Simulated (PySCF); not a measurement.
# B2Cl4H4P2: magnetic properties

Aim: compute the magnetic properties of B2Cl4H4P2.

Computed with PySCF 2.14.0 and routines of our own; the level stands in each step. Atoms count from 0.

### 1 The system as given

12 atoms, charge 0, multiplicity 1; geometry from: GFN2-xTB.

### 2 Magnetic properties: GIAO KT3/def2-SVP

The job: settings as JSON, then the geometry in Å.

```
{"job": {"kind": "mag", "xc": "KT3", "basis": "def2-SVP"}, "charge": 0, "multiplicity": 1}
B     -0.163100     0.547120    -1.294330
Cl    -1.704710     1.344670    -1.806160
Cl     1.170610     0.476380    -2.517010
P     -0.498510    -1.248780    -0.464710
B      0.175760    -0.549540     1.290030
Cl     1.730390    -1.342060     1.771100
Cl    -1.137670    -0.496270     2.535280
P      0.490520     1.250280     0.466630
H      0.163120    -2.329320    -1.009500
H     -1.801340    -1.699790    -0.484450
H      1.780800     1.736600     0.504170
H     -0.205860     2.310710     1.008940
```

Level: GIAO KT3/def2-SVP magnetisability, rotational g tensor and spin-rotation constants, non-relativistic, gas phase.

Started as:

```bash
$ OMP_NUM_THREADS=1 python excited_run.py task.json out
```

The driver reads the jobs from task.json and runs them one after another.

Standard output:

```text
coarse grid: 14400 points
cycle   1  E = -2592.9413996580  dE =  7.864e-01  |g| = 4.460e-01  |ddm| = 3.909e+00
cycle   2  E = -2592.9000540442  dE =  4.135e-02  |g| = 5.789e-01  |ddm| = 2.629e+00
cycle   3  E = -2592.9960033196  dE = -9.595e-02  |g| = 1.328e-01  |ddm| = 1.564e+00
cycle   4  E = -2593.0011869084  dE = -5.184e-03  |g| = 2.877e-02  |ddm| = 2.056e-01
cycle   5  E = -2593.0014422225  dE = -2.553e-04  |g| = 9.783e-03  |ddm| = 5.687e-02
cycle   6  E = -2593.0014755084  dE = -3.329e-05  |g| = 1.307e-03  |ddm| = 1.685e-02
cycle   7  E = -2593.0014761112  dE = -6.028e-07  |g| = 3.591e-04  |ddm| = 2.604e-03
final grid: 114744 points
cycle   8  E = -2593.3827906643  dE = -5.805e-05  |g| = 1.968e-02  |ddm| = 8.149e-02
cycle   9  E = -2593.3827078558  dE =  8.281e-05  |g| = 2.499e-02  |ddm| = 9.240e-02
cycle  10  E = -2593.3828747861  dE = -1.669e-04  |g| = 6.490e-03  |ddm| = 5.773e-02
cycle  11  E = -2593.3828872698  dE = -1.248e-05  |g| = 8.811e-04  |ddm| = 8.617e-03
cycle  12  E = -2593.3828875753  dE = -3.055e-07  |g| = 1.490e-04  |ddm| = 1.856e-03
cycle  13  E = -2593.3828875820  dE = -6.686e-09  |g| = 2.326e-05  |ddm| = 2.542e-04
cycle  14  E = -2593.3828875821  dE = -1.692e-10  |g| = 5.770e-06  |ddm| = 4.717e-05
converged SCF energy = -2593.3828875821

Magnetisability tensor (1e-30 J/T^2)
    -1967.86       -8.96      -10.84
       -8.96    -1999.15       10.92
      -10.84       10.92    -2016.01
isotropic -1994.34   principal values   -2022.06  -1998.85  -1962.11
isotropic susceptibility -120.102 1e-6 cm^3/mol

Inertial axes            a          b          c
rot. const./GHz      1.0436     0.5211     0.4353
chi total          -121.771   -118.162   -120.373
chi diamagnetic   -1200.971  -2197.519  -2569.072
chi paramagnetic   1079.200   2079.358   2448.699
quadrupole/D A      -19.341     -0.928     20.269
g nuclear            0.5164     0.4992     0.4905
g electronic        -0.5291    -0.5090    -0.5008
g total             -0.0126    -0.0098    -0.0103

Spin-rotation constants (kHz, H = +C I.J)
atom  isotope        aa         bb         cc
  0    11B        0.189      0.082      0.084
  1   35Cl        0.157      0.090      0.077
  2   35Cl        0.156      0.089      0.076
  3    31P        1.073      0.609      0.573
  4    11B        0.189      0.081      0.084
  5   35Cl        0.155      0.089      0.076
  6   35Cl        0.157      0.090      0.077
  7    31P        1.072      0.609      0.573
  8     1H       -0.123     -0.010     -0.015
  9     1H       -0.123     -0.006     -0.019
 10     1H       -0.123     -0.008     -0.016
 11     1H       -0.123     -0.007     -0.018
```

Wall time 34 s (1 thread of Arm Neoverse V1, shared host); peak memory 0.6 GiB.

From this job:

| quantity | value |
| --- | --- |
| magnetisability | -1994·10⁻³⁰ J/T² |
| molar susceptibility | -120.1·10⁻⁶ cm³/mol |
| rotational g (a, b, c) | -0.0126, -0.0098, -0.0103 |

### 3 Magnetic properties: GIAO HF/def2-SVP

The job, as its differences from that of step 2:

```diff
@@ -1,2 +1,2 @@
-{"job": {"kind": "mag", "xc": "KT3", "basis": "def2-SVP"}, "charge": 0, "multiplicity": 1}
+{"job": {"kind": "mag", "xc": "HF", "basis": "def2-SVP"}, "charge": 0, "multiplicity": 1}
 B     -0.163100     0.547120    -1.294330
```

Method: GIAO HF/def2-SVP magnetisability, rotational g tensor and spin-rotation constants, non-relativistic, gas phase.

Standard output:

```text
final grid: 114744 points
cycle   1  E = -2570.3391514120  dE =  1.506e+00  |g| = 6.496e-01  |ddm| = 3.668e+00
cycle   2  E = -2570.4591074066  dE = -1.200e-01  |g| = 3.895e-01  |ddm| = 1.676e+00
cycle   3  E = -2570.5028335369  dE = -4.373e-02  |g| = 7.327e-02  |ddm| = 5.964e-01
cycle   4  E = -2570.5057296401  dE = -2.896e-03  |g| = 1.619e-02  |ddm| = 1.983e-01
cycle   5  E = -2570.5058553058  dE = -1.257e-04  |g| = 2.990e-03  |ddm| = 3.412e-02
cycle   6  E = -2570.5058621357  dE = -6.830e-06  |g| = 7.310e-04  |ddm| = 1.170e-02
cycle   7  E = -2570.5058625352  dE = -3.996e-07  |g| = 1.642e-04  |ddm| = 3.262e-03
cycle   8  E = -2570.5058625543  dE = -1.903e-08  |g| = 4.123e-05  |ddm| = 7.069e-04
cycle   9  E = -2570.5058625555  dE = -1.194e-09  |g| = 1.166e-05  |ddm| = 1.413e-04
cycle  10  E = -2570.5058625556  dE = -1.137e-10  |g| = 3.220e-06  |ddm| = 5.062e-05
converged SCF energy = -2570.5058625556

Magnetisability tensor (1e-30 J/T^2)
    -2124.39        2.85       -3.64
        2.85    -2126.36       14.59
       -3.64       14.59    -2154.82
isotropic -2135.19   principal values   -2161.51  -2124.22  -2119.85
isotropic susceptibility -128.584 1e-6 cm^3/mol

Inertial axes            a          b          c
rot. const./GHz      1.0436     0.5211     0.4353
chi total          -130.169   -127.922   -127.661
chi diamagnetic   -1206.229  -2204.083  -2578.701
chi paramagnetic   1076.060   2076.161   2451.040
quadrupole/D A      -22.555     -1.924     24.480
g nuclear            0.5164     0.4992     0.4905
g electronic        -0.5275    -0.5082    -0.5013
g total             -0.0111    -0.0091    -0.0108

Spin-rotation constants (kHz, H = +C I.J)
atom  isotope        aa         bb         cc
  0    11B        0.162      0.073      0.071
  1   35Cl        0.093      0.050      0.048
  2   35Cl        0.092      0.049      0.048
  3    31P        1.001      0.547      0.554
  4    11B        0.162      0.073      0.071
  5   35Cl        0.091      0.049      0.048
  6   35Cl        0.093      0.050      0.049
  7    31P        1.001      0.547      0.555
  8     1H       -0.128     -0.014     -0.017
  9     1H       -0.129     -0.011     -0.020
 10     1H       -0.128     -0.013     -0.018
 11     1H       -0.128     -0.012     -0.019
```

It took 16 s on 1 thread of Arm Neoverse V1, shared host; peak memory 0.73 GiB.

In short:

| quantity | value |
| --- | --- |
| magnetisability | -2135·10⁻³⁰ J/T² |
| molar susceptibility | -128.6·10⁻⁶ cm³/mol |
| rotational g (a, b, c) | -0.0111, -0.0091, -0.0108 |

### 4 Magnetic properties side by side

| level | ξ (10⁻³⁰ J/T²) | g(a) | g(b) | gap (eV) | functions | time |
| --- | --- | --- | --- | --- | --- | --- |
| GIAO KT3/def2-SVP | -1994 | -0.0126 | -0.0098 | 4.18 | 156 | 34 s |
| GIAO HF/def2-SVP | -2135 | -0.0111 | -0.0091 | 12.42 | 156 | 16 s |

### 5 What came out

| quantity | value |
| --- | --- |
| magnetisability (step 2, GIAO KT3/def2-SVP) | -1994·10⁻³⁰ J/T² |
| molar susceptibility (step 2, GIAO KT3/def2-SVP) | -120.1·10⁻⁶ cm³/mol |
| rotational g (a, b, c) (step 2, GIAO KT3/def2-SVP) | -0.0126, -0.0098, -0.0103 |
| magnetisability over the levels | -2135 to -1994·10⁻³⁰ J/T² |

What this shows: The magnetisability spreads by 6.8 % over 2 levels, from GIAO HF/def2-SVP (16 s) to GIAO KT3/def2-SVP (34 s); the runs took 16 s to 34 s. Two levels can agree by chance, so this spread shows no convergence. Vibrational averaging and real surroundings are missing from these values.
